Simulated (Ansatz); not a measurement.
# Cl2GaH3O: the cost of one run

Method: PBE0-D4, def2-SVP first, then def2-TZVP; program: Ansatz 0.2.0, Gaussian basis.

152 further runs of the same task are left out: 152 set aside as unsound or not needed. Runs told in other sessions of the task aren't counted.

### 1 The starting structure

The guess: 7 atoms, charge 0, spin multiplicity 1.

Atoms are counted from 1 here; the program's logs count them from 0.

Bond lengths: Ga1–O2 1.894 Å, Ga1–Cl3 2.075 Å, Ga1–Cl4 2.075 Å, Ga1–H5 1.933 Å, Ga1–H6 1.809 Å, O2–H7 0.960 Å. Angles: O2–Ga1–Cl3 112.2°, O2–Ga1–Cl4 112.2°, O2–Ga1–H5 40.6°, O2–Ga1–H6 74.7°, Cl3–Ga1–Cl4 125.6°, Cl3–Ga1–H5 117.0°, Cl3–Ga1–H6 110.3°, Cl4–Ga1–H5 117.0°, Cl4–Ga1–H6 110.3°, H5–Ga1–H6 34.2°, Ga1–O2–H7 152.4°.

As a file:

```mol
Cl2GaH3O
  3D, bonds by distance, orders not assigned

  7  6  0  0  0  0  0  0  0  0999 V2000
   -0.7050    0.2467    0.0143 Ga  0  0
    1.1442    0.0547   -0.3466 O   0  0
   -1.8812   -0.2825   -1.6113 Cl  0  0
   -1.0909    1.8078    1.3259 Cl  0  0
    0.7628   -0.9300    0.4565 H   0  0
   -0.1925   -1.2290    0.9265 H   0  0
    1.9625    0.3323   -0.7652 H   0  0
  1  2  8  0
  1  3  8  0
  1  4  8  0
  1  5  8  0
  1  6  8  0
  2  7  8  0
M  END
```

Distances that are to change: Ga1–H6 1.81 Å, O2–H5 1.33 Å, Ga1–O2 1.89 Å, H5–H6 1.11 Å.

### 2 Constrained relaxation of the guess

Contents of hold/in.yaml:

```yaml
crystal:
  periodic: [false, false, false]
  atoms:
    - {symbol: Ga, position_ang: [-0.705000, 0.246700, 0.014300]}
    - {symbol: O, position_ang: [1.144200, 0.054700, -0.346600]}
    - {symbol: Cl, position_ang: [-1.881200, -0.282500, -1.611300]}
    - {symbol: Cl, position_ang: [-1.090900, 1.807800, 1.325900]}
    - {symbol: H, position_ang: [0.762800, -0.930000, 0.456500]}
    - {symbol: H, position_ang: [-0.192500, -1.229000, 0.926500]}
    - {symbol: H, position_ang: [1.962500, 0.332300, -0.765200]}
basis:
  gaussian: {orbitals: def2-SVP}
hamiltonian: {xc: pbe0, dispersion: d4}
relax: {f_tol: 0.04, max_steps: 150, escape_saddle: false, constraints: [{distance: [0, 5]}, {distance: [1, 4]}, {distance: [0, 1]}, {distance: [4, 5]}]}
```

Command:

```console
ansatz run in.yaml --threads 4 --pin off --events-out ev --progress --plain --max-ram 9574MiB
```

**Question.** How long does this run take on 4 threads of Arm Neoverse V2, shared host?

About 21 s.
